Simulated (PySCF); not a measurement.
# The bond of Cs2+, level by level

One table from this session's results is given with a row withheld; the runs are named, their logs left out.

The runs use PySCF 2.14.0; Cs def2-TZVP with ECP46, scalar-relativistic core potentials.

The first run:

A driver script around PySCF takes these settings:

| Quantity | Value |
| --- | --- |
| atoms | Cs, Cs |
| charge | 1 |
| basis | Cs def2-TZVP with ECP46 |
| Hamiltonian | scalar-relativistic core potentials |
| basis functions | 58 |
| electrons treated | 17 |
| masses in u | 132.9054, 132.9054 |
| levels | PBE0, PBE, r²SCAN, PBEsol, TPSSh, TPSS, CAM-B3LYP, HF, MP2, SCS-MP2 |
| grid | 80 radial by 434 angular points |
| occupations | held fixed by the projection of orbital angular momentum |
| dissociation limit | Cs+ + Cs, each in its ground configuration |
| starting distance in angstrom | 4.510 |
| values of 2S to try | 1, 3 |

On the command line:

```console
OMP_NUM_THREADS=1 python dia.py task.json out
```

Steps of the session up to this table: Input; The PBE0 curve of the state that the search chose; Higher solutions at PBE0; PBE (GGA); r²SCAN; PBEsol (GGA); TPSSh; TPSS; CAM-B3LYP; UHF.

One table of the session follows, with a row left open; its other results are not shown here.

Energy (eV) from each level's lowest point:

```
R (Å)    UHF  UHF-MP2  UHF-SCS-MP2    PBE  PBEsol
4.671  0.189    0.084        0.101  0.079   0.065
4.888  0.112    0.039        0.050  0.036   0.026
5.105  0.059    0.013        0.019  0.011   0.006
5.268  0.031    0.003        0.006  0.003   0.000
5.431      ?        ?            ?      ?       ?
5.594  0.003    0.003        0.001  0.003   0.006
5.811  0.000    0.015        0.010  0.012   0.019
6.083  0.009    0.039        0.030  0.030   0.041
6.409  0.032    0.077        0.065  0.057   0.073
6.843  0.078    0.136        0.122  0.095   0.117
```

Estimate the missing values for R (Å) = 5.431.

Worked estimate for «UHF». A straight line through the neighbours (5.268, 0.031) and (5.594, 0.003) gives 0.031 + (0.003 − 0.031) × (5.431 − 5.268) / (5.594 − 5.268) = 0.017; a parabola fitted to 4 rows on both sides gives 0.013.

**Answer.** UHF: 0.013; UHF-MP2: 0.000; UHF-SCS-MP2: 0.000; PBE: 0.000; PBEsol: 0.000. In «UHF» the line misses by +0.004 and the parabola by 0.000.
